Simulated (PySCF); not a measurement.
**From one method to the next for CaC (triplet)**

Aim: see what other levels and later steps give for CaC (triplet).

Program: PySCF 2.14.0. Level of theory: method and basis as typed in the scripts. These are calculated values, not measurements.

7 further runs of the same task are left out: 7 that didn't finish.

## (1) The system as given

CaC (triplet): 2 atoms, charge 0, spin multiplicity 3.

Bond lengths: Ca1–C2 2.645 Å.

## (2) The run that the others are compared with

The input, input.py:

```python
from pyscf import gto, scf
from pyscf.hessian import thermo

mol = gto.M(
    atom='Ca 0 0 0; C 0 0 2.645',
    basis='3-21g',
    charge=0,
    spin=2,
    symmetry=True,
    verbose=4,
)
mf = scf.UHF(mol)
mf.kernel()
hess = mf.Hessian().kernel()
print('wavenumber (cm^-1) =', thermo.harmonic_analysis(mol, hess)['freq_wavenumber'].round(1))
mf.dip_moment()
print('orbital energies (hartree):', [e[max(0, n-3):n+3].round(4) for e, n in zip(mf.mo_energy, mol.nelec)])
```

Started as:

```sh
> OMP_NUM_THREADS=1 python input.py
```

## (3) EOM-IP

Edit 1 changes step after the SCF: frequency → eomip; frozen orbitals: none → 6; number of roots: none → 6.

The input, input.py:

```python
from pyscf import gto, scf, cc

mol = gto.M(
    atom='Ca 0 0 0; C 0 0 2.645',
    basis='3-21g',
    charge=0,
    spin=2,
    symmetry=True,
    verbose=4,
)
mf = scf.UHF(mol)
mf.kernel()
mycc = cc.CCSD(mf, frozen=6)
mycc.kernel()
e = mycc.ipccsd(nroots=6)[0]
print('roots (eV) =', (e*27.211386).round(3))
mf.dip_moment()
print('orbital energies (hartree):', [e[max(0, n-3):n+3].round(4) for e, n in zip(mf.mo_energy, mol.nelec)])
```

## (4) Population analysis

Edit 2 changes step after the SCF: frequency → analyze.

The input, input.py:

```python
from pyscf import gto, scf

mol = gto.M(
    atom='Ca 0 0 0; C 0 0 2.645',
    basis='3-21g',
    charge=0,
    spin=2,
    symmetry=True,
    verbose=4,
)
mf = scf.UHF(mol)
mf.kernel()
mf.analyze()
print('orbital energies (hartree):', [e[max(0, n-3):n+3].round(4) for e, n in zip(mf.mo_energy, mol.nelec)])
```

## (5) Bhandhlyp (UKS)

Edit 3 changes functional: none (Hartree–Fock) → bhandhlyp; SCF type: UHF → UKS; step after the SCF: frequency → analyze.

The input, input.py:

```python
from pyscf import gto, dft

mol = gto.M(
    atom='Ca 0 0 0; C 0 0 2.645',
    basis='3-21g',
    charge=0,
    spin=2,
    symmetry=True,
    verbose=4,
)
mf = dft.UKS(mol, xc='bhandhlyp')
mf.kernel()
mf.analyze()
print('orbital energies (hartree):', [e[max(0, n-3):n+3].round(4) for e, n in zip(mf.mo_energy, mol.nelec)])
```

## (6) Stability test

Edit 4 changes step after the SCF: frequency → stability; point-group symmetry: on → off.

The input, input.py:

```python
from pyscf import gto, scf

mol = gto.M(
    atom='Ca 0 0 0; C 0 0 2.645',
    basis='3-21g',
    charge=0,
    spin=2,
    verbose=4,
)
mf = scf.UHF(mol)
mf.kernel()
mf.stability(internal=True, external=True)
mf.dip_moment()
print('orbital energies (hartree):', [e[max(0, n-3):n+3].round(4) for e, n in zip(mf.mo_energy, mol.nelec)])
```

## (7) MP2

Edit 5 changes step after the SCF: frequency → mp2.

The input, input.py:

```python
from pyscf import gto, scf, mp

mol = gto.M(
    atom='Ca 0 0 0; C 0 0 2.645',
    basis='3-21g',
    charge=0,
    spin=2,
    symmetry=True,
    verbose=4,
)
mf = scf.UHF(mol)
mf.kernel()
mp.MP2(mf).kernel()
mf.dip_moment()
print('orbital energies (hartree):', [e[max(0, n-3):n+3].round(4) for e, n in zip(mf.mo_energy, mol.nelec)])
```

Q: Predict the outcome of this session. Wanted: for each run, E(SCF); from base; gap, α spin; SCF dipole; after the SCF.

**Answer**, as computed:

```tsv
run	E(SCF) (hartree)	from base (eV)	cycles	gap, α spin (eV)	SCF dipole (D)	after the SCF
base	-710.878903	0	18	5.90	1.10	highest mode 292 cm⁻¹
EOM-IP	-710.878903	0.0000	18	5.90	1.10	CCSD correlation -2.775 eV, core frozen, first root 6.05 eV
population analysis	-710.878903	0.0000	18	5.90	1.10	n/a
bhandhlyp (UKS)	-711.894463	not comparable	14	4.13	4.32	n/a
stability test	-710.878903	0.0000	18	5.90	1.10	unstable: internal, UHF/UKS -> GHF/GKS
MP2	-710.878903	0.0000	18	5.90	1.10	MP2 correlation -1.483 eV
```

**Reading.** Total energies of different functionals can't be compared with each other; differences within one functional can.
